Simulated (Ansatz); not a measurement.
# Cl3GaH2: reaction (exchange4), part 3 of 3

How high is the barrier for the reaction (exchange4)? Relax the two ends, then run a nudged elastic band between them. Meant to form: Ga1–Cl6, H5–H2; to break: Ga1–H2, H5–Cl6. The start is a guess near the saddle point, from which both ends are pulled out.

Ansatz 0.2.0; RKS PBE-D4/def2-SVP.

### 13 Frames and traces

One step in 11; energies are changes from step 0:

```csv
time (fs),T (K),potential energy change (meV/atom),total energy change (meV/atom),Ga1–Cl6 (Å),H5–H2 (Å)
0.0,300,0.0,0.00,2.45,1.13
5.5,209,7.8,0.03,2.43,1.20
11.0,216,7.2,0.01,2.41,1.34
16.5,263,3.2,0.02,2.41,1.47
22.0,326,-2.2,0.02,2.42,1.61
27.5,472,-14.8,0.01,2.44,1.91
33.0,604,-26.1,0.02,2.47,2.27
38.5,748,-38.6,0.00,2.52,2.65
44.0,779,-41.3,0.01,2.58,3.00
49.5,805,-43.5,0.01,2.64,3.26
55.0,886,-50.5,0.00,2.71,3.39
60.5,948,-55.8,0.01,2.79,3.41
66.0,1005,-60.7,0.01,2.86,3.40
71.5,1048,-64.4,0.00,2.94,3.34
77.0,1005,-60.7,0.01,3.02,3.29
82.5,960,-56.8,0.01,3.10,3.30
88.0,920,-53.4,0.01,3.17,3.34
93.5,846,-47.0,0.03,3.24,3.45
99.0,803,-43.3,0.02,3.30,3.64
100.0,789,-42.1,0.02,3.31,3.67
```

time (fs), T (K) and a bar:
```
      0.0        300 ###
      4.5        222 
      8.5        213 
     13.0        215 
     17.5        287 ###
     21.5        325 ####
     26.0        422 ########
     30.5        559 #############
     35.0        659 ################
     39.0        749 ####################
     43.5        774 #####################
     48.0        802 ######################
     52.0        822 ######################
     56.5        890 #########################
     61.0        959 ############################
     65.0       1001 #############################
     69.5       1018 ##############################
     74.0       1026 ##############################
     78.5       1008 #############################
     82.5        960 ############################
     87.0        917 ##########################
     91.5        867 ########################
     95.5        855 ########################
    100.0        789 #####################
```

The last frame stands with the bonds of end A.

### 14 A trajectory let go at the top

It starts at the highest inner image of the first converged band: 200 steps of 0.5 fs at constant energy, with velocities drawn for 100 K.

Contents of input.yaml:

```yaml
crystal:
  periodic: [false, false, false]
  atoms:
    - { symbol: Ga, position_ang: [-0.323606, 0.335625, -0.266097] }
    - { symbol: H, position_ang: [1.355527, 0.064409, -0.360366] }
    - { symbol: Cl, position_ang: [-1.428916, -0.468865, -1.920109] }
    - { symbol: Cl, position_ang: [-0.855267, 2.170691, 0.710871] }
    - { symbol: H, position_ang: [1.126386, -0.692292, 0.448786] }
    - { symbol: Cl, position_ang: [0.125875, -1.409668, 1.386916] }
basis:
  gaussian: { orbitals: def2-SVP }
hamiltonian:
  xc: pbe
  dispersion: d4
md:
  timestep: 0.5
  n_steps: 200
  ensemble: nve
  temperature: 100.0
  initial_velocities: maxwell_boltzmann
  seed: 11037
```

Launch:

```console
$ ansatz run input.yaml --threads 2 --pin off --max-ram 3072MiB --backend cpu --events-out ev --progress --plain --runs-dir out
```

Output (excerpt; [...] marks lines left out):

```text
Warning: RAYON_NUM_THREADS=2 ignored (pool sized by the plan → 2); use --threads N
[...]
Functional definition: PBE
[...]
1056 factors; their error is unknown
[...]
mean field -89939.21043622 eV, -3305.2050205448 hartree, gradient 4.4e-5 eV, S^2 0.000000; 0 other end points of the search recorded, 0 dependent functions left out
[...]
reference -89939.21047137 eV, -3305.2050218363 hartree; 42, 42 occupied and 54, 54 virtual orbitals, 1056 factors
[...]
md step    78: t =    39.00 fs  T =   257.9 K  F+E_penalty+E_count = -89939.48595392 eV  E_kin = 0.133351 eV  conserved = -89939.35260335 eV  (24 SCF iters)
[...]
md step   102: t =    51.00 fs  T =   443.7 K  F+E_penalty+E_count = -89939.58202724 eV  E_kin = 0.229395 eV  conserved = -89939.35263223 eV  (25 SCF iters, 3 dispersion substeps)
md step   103: t =    51.50 fs  T =   448.1 K  F+E_penalty+E_count = -89939.58427857 eV  E_kin = 0.231678 eV  conserved = -89939.35260022 eV  (25 SCF iters, 3 dispersion substeps)
```

### 15 More of the same log: dynamics from the highest image of the converged band

Output, continued (excerpt; [...] marks lines left out):

```text
md step   104: t =    52.00 fs  T =   453.0 K  F+E_penalty+E_count = -89939.58678223 eV  E_kin = 0.234207 eV  conserved = -89939.35257517 eV  (25 SCF iters, 3 dispersion substeps)
[...]
md step   128: t =    64.00 fs  T =   611.6 K  F+E_penalty+E_count = -89939.66874498 eV  E_kin = 0.316196 eV  conserved = -89939.35254858 eV  (24 SCF iters, 3 dispersion substeps)
[...]
Atom 2 at    -1.573963    -0.527022    -1.806336 Å, force     0.333209     0.302119     0.312841 eV/Å
Atom 3 at    -0.999676     2.071829     0.794505 Å, force    -0.010405    -0.118523    -0.135718 eV/Å
Atom 4 at     1.313268    -1.990943     1.409959 Å, force     0.448456    -0.095356    -0.123431 eV/Å
Atom 5 at     0.097050    -1.700579     1.701736 Å, force    -0.477221     0.234437    -0.009893 eV/Å
Dipole moment:     0.617766    -0.317627     0.130691 e Å
```

Wall time 5.7 min (2 threads of Arm Neoverse V1, shared host); peak memory 0.14 GiB.

### 16 Frames and traces

The trajectory, every 11 steps (energies from step 0):

```csv
time (fs),T (K),potential energy change (meV/atom),total energy change (meV/atom),Ga1–Cl6 (Å),H5–H2 (Å)
0.0,100,0.0,0.00,2.45,1.13
5.5,65,3.1,0.01,2.45,1.13
11.0,69,2.7,0.01,2.45,1.20
16.5,88,1.0,0.01,2.46,1.30
22.0,105,-0.4,0.00,2.47,1.44
27.5,105,-0.4,0.01,2.49,1.58
33.0,168,-5.8,0.01,2.51,1.69
38.5,252,-13.1,0.00,2.55,1.83
44.0,342,-20.9,-0.01,2.59,1.95
49.5,425,-28.0,-0.01,2.64,2.10
55.0,502,-34.6,0.00,2.69,2.28
60.5,585,-41.8,-0.01,2.75,2.46
66.0,644,-46.8,0.00,2.81,2.65
71.5,682,-50.1,0.00,2.87,2.80
77.0,722,-53.6,0.00,2.93,2.93
82.5,749,-55.9,0.01,3.00,3.03
88.0,784,-58.9,0.01,3.06,3.10
93.5,810,-61.2,0.01,3.13,3.15
99.0,808,-61.0,0.01,3.19,3.20
100.0,814,-61.5,0.00,3.20,3.21
```

time (fs), T (K) and a bar:
```
      0.0        100 ##
      4.5         72 #
      8.5         59 
     13.0         78 #
     17.5         91 #
     21.5        104 ##
     26.0         97 #
     30.5        144 ###
     35.0        195 #####
     39.0        258 ########
     43.5        337 ###########
     48.0        392 #############
     52.0        453 ###############
     56.5        519 ##################
     61.0        592 #####################
     65.0        626 ######################
     69.5        665 ########################
     74.0        699 #########################
     78.5        735 ###########################
     82.5        749 ###########################
     87.0        778 ############################
     91.5        803 #############################
     95.5        824 ##############################
    100.0        814 ##############################
```

The last frame stands with the bonds of end A.

### 17 Summary of results

The summary covers parts 1 to 3.

| quantity | value |
| --- | --- |
| end A | 7 moves, 0.208 eV lower |
| end B | 5 moves, 0.141 eV lower |
| barrier forwards | 0.449 eV |
| barrier backwards | 1.084 eV |
| second end relative to first | -0.636 eV |
| highest image | 3 of 0 to 6, climbing |
| band iterations | 7 |
| pieces at the ends | Cl2GaH + ClH → Cl3Ga + H2 |
| imaginary modes at the top | 776i cm⁻¹ |
| trajectory at 300 K, after 100 fs | with the bonds of end A, at 789 K |
| trajectory at 100 K, after 100 fs | with the bonds of end A, at 814 K |

The top lies 0.45 eV above the first end, or 17 kT at room temperature. The second end lies 0.64 eV below the first, so the way back costs 1.08 eV. By distance, end A alone has Ga1–H2, H5–Cl6 and end B alone has Ga1–Cl6, H2–H5. One imaginary mode, as a first-order saddle point has. These are electronic energies, with no zero-point or thermal terms. Semilocal functionals tend to give barriers that are too low.
